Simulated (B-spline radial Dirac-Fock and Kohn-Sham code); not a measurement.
# An X-ray data sheet for Kr²⁺, step by step

Aim: for krypton as Kr²⁺, compute its X-ray form factor and Compton profile, the binding energy of each subshell and how cheaper methods do for the levels.

Method: a free atom or ion on a radial basis; each step names its model; computed with B-spline radial Dirac-Fock and Kohn-Sham code, version 2.

### 1 The system

The Kr²⁺ ion in the configuration [Ar] 3d10 4s1 4p5 (an excited configuration).

* nuclear charge: 36
* electrons: 34
* mass number: 84
* nuclear rms radius: 4.1884 fm

Outer shells as boxes (Hund's rule, for the drawing alone; heavy ions are jj-coupled, and the calculation averages over the configuration):

```
[Ar] core
3d [↑↓][↑↓][↑↓][↑↓][↑↓]
4s [↑ ]
4p [↑↓][↑↓][↑ ]
```

### 2 Scattering by the electron cloud

Model: Dirac-Fock average of configuration, finite nucleus; form factor of the spherical density, Waller-Hartree incoherent function, impulse-approximation Compton profiles.

Settings, as recorded:

```ini
task = scatter
Z = 36
charge = 2
configuration = 1s2 2s2 2p6 3s2 3p6 3d10 4s1 4p5
mass_number = 84
rms_radius = 4.1884  # fm
s = [0.0, 0.09, 0.1, 0.12, 0.15, 0.18, 0.21, 0.25, 0.3, 0.35, 0.42, 0.5, 0.6, 0.71, 0.84, 1.01, 1.2, 1.43, 1.7, 2.02, 2.41, 2.87, 3.41]  # 1/A
pz = [0, 0.1, 0.14, 0.21, 0.3, 0.44, 0.64, 0.93, 1.3, 1.9, 2.8, 4.1, 5.9, 8.6, 12.0, 18.0, 26.0, 38.0, 55.0, 80.0, 120.0]  # a.u.
photon_energy = [1000, 8047.8, 10000, 30000, 50000, 100000, 200000, 1000000]  # eV
```

Main fields of the result record, rounded:

```text
{
  "status": "converged",
  "form_factor [e]": [34.0, 32.52, 32.202, 31.506, 30.351, 29.128, 27.896, 26.315, 24.505, 22.898, 20.921, 18.91, 16.609, 14.306, 11.967, 9.6285, 7.8946, 6.6472, 5.7797, 5.0264, 4.1896, 3.2947, 2.4765],
  "incoherent": [6.6782e-12, 1.8727, 2.2298, 2.9651, 4.0573, 5.0776, 6.009, 7.1397, 8.446, 9.68, 11.29, 12.952, 14.82, 16.681, 18.652, 20.864, 22.877, 24.766, 26.419, 27.877, 29.205, 30.338, 31.237],
  "compton_total [1/a.u.]": [5.5722, 5.5597, 5.5472, 5.5135, 5.4442, 5.2675, 4.8641, 4.0957, 3.2273, 2.4962, 1.9593, 1.2805, 0.69864, 0.3491, 0.17817, 0.066925, 0.024159, 0.0071985, 0.0017483, 0.00033129, 4.7033e-05],
  "shells": ["1s1/2", "2s1/2", "2p1/2", "2p3/2", "3s1/2", "3p1/2", "3p3/2", "3d3/2", "3d5/2", "4s1/2", "4p1/2", "4p3/2"],
  "occupation": [2.0, 2.0, 2.0, 4.0, 2.0, 2.0, 4.0, 4.0, 6.0, 1.0, 1.6667, 3.3333],
  "mean_momentum [a.u.]": [31.431, 10.814, 14.554, 14.194, 4.7185, 5.5993, 5.4933, 6.2153, 6.1739, 1.6542, 1.7385, 1.7084],
  "r2 [bohr^2]": 26.671,
  "r_inverse [1/bohr]": 186.23,
  "r1 [bohr]": 21.441,
  "coherent [b]": [741.62, 320.76, 258.34, 61.188, 27.187, 8.2488, 2.3116, 0.099922],
  "incoherent_cross_section [b]": [0.53443, 7.044, 8.2584, 14.25, 15.609, 15.343, 13.349, 7.1566],
  "radial_jk": {
    "4p": {"j0": [1.0, 0.81109, 0.77192, 0.68783, 0.55451, 0.42297, 0.30256, 0.16939, 0.053565, -0.010773, -0.039597, -0.028153, 0.00067889, 0.021085, 0.025911, 0.01724, 0.006133, -0.00050838, -0.0012755, 0.00090469, 0.0029526, 0.0033615, 0.0025028], "j2": [0.0, 0.072374, 0.086489, 0.11558, 0.15772, 0.19318, 0.21817, 0.23261, 0.2226, 0.19059, 0.13076, 0.067632, 0.016817, -0.0054259, -0.0065462, 0.0032175, 0.010522, 0.011165, 0.0070865, 0.0024834, -8.2393e-05, -0.00031034, 0.00051176], "r2": 3.4888, "r4": 19.411, "r6": 161.87}
  }
}
```

The scattering functions against s = sin θ / λ:

```tsv
s (1/Å)	f (e)	f / N	S(s)
0	34.00	1.000	0
0.100	32.20	0.947	2.230
0.150	30.35	0.893	4.057
0.210	27.90	0.820	6.009
0.300	24.51	0.721	8.446
0.420	20.92	0.615	11.29
0.600	16.61	0.488	14.82
0.840	11.97	0.352	18.65
1.20	7.895	0.232	22.88
1.70	5.780	0.170	26.42
2.41	4.190	0.123	29.20
3.41	2.477	0.073	31.24
```

### 3 Binding energies

Model: Dirac-Fock average of configuration, Delta-SCF, finite nucleus, first-order Breit with its frequency dependence, self-energy and vacuum polarisation.

Recorded inputs:

```ini
task = binding
```

Main fields of the result record, rounded:

```text
{
  "status": "converged",
  "shells": ["K", "L1", "L2", "L3", "M1", "M2", "M3", "M4", "M5", "N1", "N2,3"],
  "total_energy_parts [Ha]": [-2786.84175, 1.57756318, -0.151349576, -0.00717834474, 1.05603796, -0.107566571],
  "koopmans [eV]": [14441.3, 1988.88, 1792.97, 1738.66, 332.511, 261.869, 253.509, 130.121, 128.736, 56.8615, 36.4131],
  "dirac_coulomb [eV]": [14389.0, 1963.02, 1764.76, "-", "-", 254.46, "-", 122.532, 121.232, 56.075, 35.7592],
  "gaunt [eV]": [-23.715, -1.76451, -3.31257, "-", "-", -0.377904, "-", -0.0241219, 0.0367352, -0.0138168, -0.0173822],
  "retardation [eV]": [1.56548, 0.0745186, 0.358408, "-", "-", 0.0419663, "-", -0.00456715, -0.00456382, -0.000497609, 0.00298313],
  "breit_frequency [eV]": [0.0892545, -0.00980031, -0.000430855, "-", "-", -0.000373057, "-", -0.000752859, -0.000725269, -0.00038979, 0.000208627],
  "self_energy [eV]": [-12.0706, -1.32967, 0.138875, "-", "-", 0.0225103, "-", 0.0187521, 0.0142971, -0.0278552, 0.00182815],
  "vacuum_polarisation [eV]": [1.25845, 0.128933, -0.00803305, "-", "-", -0.00145576, "-", -0.00129956, -0.00128144, 0.00265636, -0.000211857],
  "binding [eV]": [14356.1, 1960.12, 1761.94, "-", "-", 254.145, "-", 122.52, 121.276, 56.0351, 35.7466],
  "mean_radius [bohr]": [0.0414703, 0.182708, 0.15738, 0.161311, 0.527468, 0.531259, 0.54098, 0.548648, 0.552375, 1.50877, 1.75649]
}
```

total_energy_parts: Dirac-Coulomb, Gaunt, retardation, frequency dependence, self-energy, vacuum polarisation. Blank entries are hole states that did not converge, or in which two open shells of one symmetry are about equally filled, where the average of configuration falls too low.

Each level as Koopmans' value plus corrections (eV):

```tsv
level	-ε	relaxation	Breit	QED	binding
1s	14441.3	-52.35	-22.06	-10.81	14356.1
2s	1988.9	-25.86	-1.70	-1.20	1960.1
2p1/2	1793.0	-28.21	-2.95	0.13	1761.9
3p1/2	261.9	-7.41	-0.34	0.02	254.1
3d3/2	130.1	-7.59	-0.03	0.02	122.5
3d5/2	128.7	-7.50	0.03	0.01	121.3
4s	56.86	-0.79	-0.01	-0.03	56.04
4p	36.41	-0.65	-0.01	0.00	35.75
```

Line energies follow by subtraction:

```tsv
line	energy (eV)
Kβ3 (K-M2)	14102.0
Kα2 (K-L2)	12594.2
Lβ4 (L1-M2)	1706.0
Lγ5 (L2-N1)	1705.9
Lβ1 (L2-M4)	1639.4
```

### 4 The levels by Dirac LDA

Model: Dirac-Kohn-Sham LDA (Slater exchange, VWN correlation), finite nucleus, spherical and without spin polarisation.

The run's settings:

```ini
task = binding-ladder
method = lda,vwn
relativity = dirac
```

Main fields of the result record, rounded:

```text
{
  "status": "converged",
  "shells": ["K", "L1", "L2", "L3", "M1", "M2", "M3", "M4", "M5", "N1", "N2,3"],
  "minus_eigenvalue [eV]": [14157.8, 1888.09, 1710.46, 1656.72, 289.937, 227.174, 219.239, 109.358, 108.049, 47.0584, 31.8184],
  "delta_scf [eV]": [14385.0, 1926.45, 1757.44, 1702.27, 304.713, 241.889, 233.759, 123.817, 122.44, 53.8963, 37.9497],
  "total_energy [Ha]": -2785.02791,
  "dirac_fock_binding [eV]": [14356.1, 1960.12, 1761.94, "-", "-", 254.145, "-", 122.52, 121.276, 56.0351, 35.7466]
}
```

Against the Dirac-Fock value with Breit and QED (eV):

```tsv
level	-ε	miss	ΔSCF	miss	Dirac-Fock
K	14157.8	-198.4	14385.0	+28.9	14356.1
L1	1888.1	-72.0	1926.5	-33.7	1960.1
L2	1710.5	-51.5	1757.4	-4.5	1761.9
M2	227.2	-27.0	241.9	-12.3	254.1
M4	109.4	-13.2	123.8	+1.3	122.5
M5	108.0	-13.2	122.4	+1.2	121.3
N1	47.06	-9.0	53.90	-2.1	56.04
N2,3	31.82	-3.9	37.95	+2.2	35.75
```

### 5 Cost and miss of the cheaper method

| method | level | eigenvalue miss (%) | ΔSCF miss (%) | time |
| --- | --- | --- | --- | --- |
| Dirac LDA | K | -1.38 | +0.20 | 5.2 s |
| Dirac-Fock + Breit + QED | all | - | reference | 6.8 s |

Times cover the ground state and all hole states of a step, on one thread of a shared host; states solved in an earlier step are reused, and a first call can include compiling.

### 6 Outcome

| quantity | value |
| --- | --- |
| rms radius of the electron cloud | 0.886 bohr |
| form factor halves at | 0.58 1/Å |
| Compton profile at zero | 5.572 1/a.u. |
| deepest level listed, K (1s) | 14356.1 eV |
| least bound, N2,3 (4p) | 35.75 eV |
| Dirac LDA, K: eigenvalue / ΔSCF | 14157.8 / 14385.0 eV |

f falls from 34 to half of that at s = 0.58 1/Å. Incoherent scattering outweighs coherent from 100 keV on, among the energies asked. The K (1s) level lies 52.4 eV under Koopmans' value by relaxation alone; Breit gives -22.06 and QED -10.81 eV. Dirac LDA misses the K level by -1.4 % with its eigenvalue and by +0.2 % with ΔSCF, so total-energy differences mend most of the error. The Hartree-Fock and Dirac-Fock values hold no electron correlation.
